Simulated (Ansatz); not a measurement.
# C2H5GeN: one species, many methods

Aim: compute C2H5GeN with functionals from several rungs and with coupled cluster, and see how far each lands from CCSD(T) at the basis-set limit for the atomisation energy.

Program: Ansatz 0.2.0, Gaussian basis. Level of theory: functionals in def2-TZVPP, the program's frozen cores in correlated methods. These are calculated values, not measurements.

Plan: LDA (SPW92), PBE-D4, revPBE-D4, BLYP-D4, r2SCAN-D4, B97M-V, PBE0-D4, B3LYP-D4, r2SCANh-D4, r2SCAN0-D4, HSE06-D4, BHLYP-D4, CAM-B3LYP-D4, LC-ωPBE, ωB97X-V, ωB97M-V, B2PLYP, PBE-QIDH; CCSD(T)/def2-SVP; CCSD(T)/def2-TZVPP; MP2/def2-QZVPP; extrapolation to the limit; RPA on PBE.

**1. Structure used throughout**

An earlier PBE0-D4 in a triple-zeta def2 set relaxation fixed the geometry.

9 atoms, charge 0, spin multiplicity 1.

Atoms are counted from 1 here; the program's logs count them from 0.

Bond lengths: N1–Ge2 1.840 Å, N1–H5 1.012 Å, N1–H6 1.012 Å, Ge2–C3 1.901 Å, Ge2–C4 1.901 Å, Ge2–H7 1.535 Å, C3–C4 1.326 Å, C3–H8 1.084 Å, C4–H9 1.084 Å. Angles: Ge2–N1–H5 113.1°, Ge2–N1–H6 113.1°, H5–N1–H6 107.8°, N1–Ge2–C3 118.4°, N1–Ge2–C4 118.4°, N1–Ge2–H7 116.6°, C3–Ge2–C4 40.8°, C3–Ge2–H7 120.6°, C4–Ge2–H7 120.6°, Ge2–C3–C4 69.6°, Ge2–C3–H8 154.0°, C4–C3–H8 136.4°, Ge2–C4–C3 69.6°, Ge2–C4–H9 154.0°, C3–C4–H9 136.4°.

**2. LDA**

This LDA is Slater exchange with PW92 correlation.

in.yaml reads:

```yaml
crystal:
  periodic: [false, false, false]
  atoms:
    - {symbol: N, position_ang: [-0.952256, 1.254105, -0.839246]}
    - {symbol: Ge, position_ang: [0.475116, 0.238553, -0.277815]}
    - {symbol: C, position_ang: [0.141313, -1.529813, 0.333516]}
    - {symbol: C, position_ang: [0.319120, -0.711207, 1.360974]}
    - {symbol: H, position_ang: [-1.091224, 1.224520, -1.841067]}
    - {symbol: H, position_ang: [-0.880130, 2.225367, -0.564886]}
    - {symbol: H, position_ang: [1.854257, 0.627020, -0.827205]}
    - {symbol: H, position_ang: [-0.083836, -2.581380, 0.196793]}
    - {symbol: H, position_ang: [0.306242, -0.793464, 2.441837]}
basis:
  gaussian: {orbitals: def2-TZVPP}
hamiltonian: {xc: lda}
output: {orbitals: {seedname: orbitals}}
```

Command:

```sh
> ansatz run in.yaml --threads 2 --pin off --events-out ev --progress --plain --max-ram 4352MiB
```

The runs that follow: PBE-D4 (GGA); revPBE-D4 (GGA); BLYP-D4 (GGA); r2SCAN-D4 (meta-GGA); B97M-V (meta-GGA); B3LYP-D4 (hybrid); r2SCANh-D4 (hybrid); r2SCAN0-D4 (hybrid); HSE06-D4 (hybrid); BHLYP-D4 (hybrid); CAM-B3LYP-D4 (range-separated); LC-ωPBE (range-separated); ωB97X-V (range-separated); ωB97M-V (range-separated); B2PLYP (double hybrid); PBE-QIDH (double hybrid); CCSD(T) in def2-SVP; CCSD(T) in def2-TZVPP; MP2 in def2-QZVPP; RPA on PBE orbitals.

**Question.** What will the summary of the whole plan be? Wanted: atomisation energy, CCSD(T)/CBS; farthest beyond LDA; mean size of error, GGA; mean size of error, meta-GGA; mean size of error, hybrid; mean size of error, range-separated; mean size of error, double hybrid; gap, smallest and largest; T1 diagnostic.

**Answer**, as computed:

| quantity | value |
| --- | --- |
| atomisation energy, CCSD(T)/CBS | 3188.8 kJ/mol |
| functionals within 31.9 kJ/mol (1.0 %) | revPBE-D4, BLYP-D4, r2SCAN-D4, B97M-V, PBE0-D4, B3LYP-D4, r2SCANh-D4, HSE06-D4, CAM-B3LYP-D4, LC-ωPBE, ωB97X-V, ωB97M-V, PBE-QIDH |
| farthest beyond LDA | BHLYP-D4 (-128.9 kJ/mol) |
| mean size of error, GGA | 34.6 kJ/mol |
| mean size of error, meta-GGA | 8.2 kJ/mol |
| mean size of error, hybrid | 42.0 kJ/mol |
| mean size of error, range-separated | 9.6 kJ/mol |
| mean size of error, double hybrid | 34.7 kJ/mol |
| gap, smallest and largest | 4.60 eV (LDA (SPW92)), 11.87 eV (LC-ωPBE) |
| T1 diagnostic | 0.0119 |
| triples share of the correlation energy | 4.4 % |

**Reading.** LDA overbinds by 500.9 kJ/mol (16 %). PBE-D4 misses by +75.6 kJ/mol. Double hybrids carry the basis error of their MP2 part in triple zeta, and no dispersion term here, so their miss is partly the set-up's. The rungs meta-GGA, range-separated miss on average by less than the doubt on the reference (31.9 kJ/mol), so they tie. The reference freezes the cores and leaves out relativity and excitations past (T), and its outer-core shells are covered unevenly, so misses under about 31.9 kJ/mol can't be ranked. Hartree-Fock recovers 68 % of the binding; the rest is correlation. CCSD(T) in def2-SVP is off by -212.2 kJ/mol, which most functionals beat. The gap grows from 4.6 to 11.9 eV across the functionals, mostly with the share of exact exchange. Correlated methods include outer-core shells of Ge, which these sets cover unevenly.
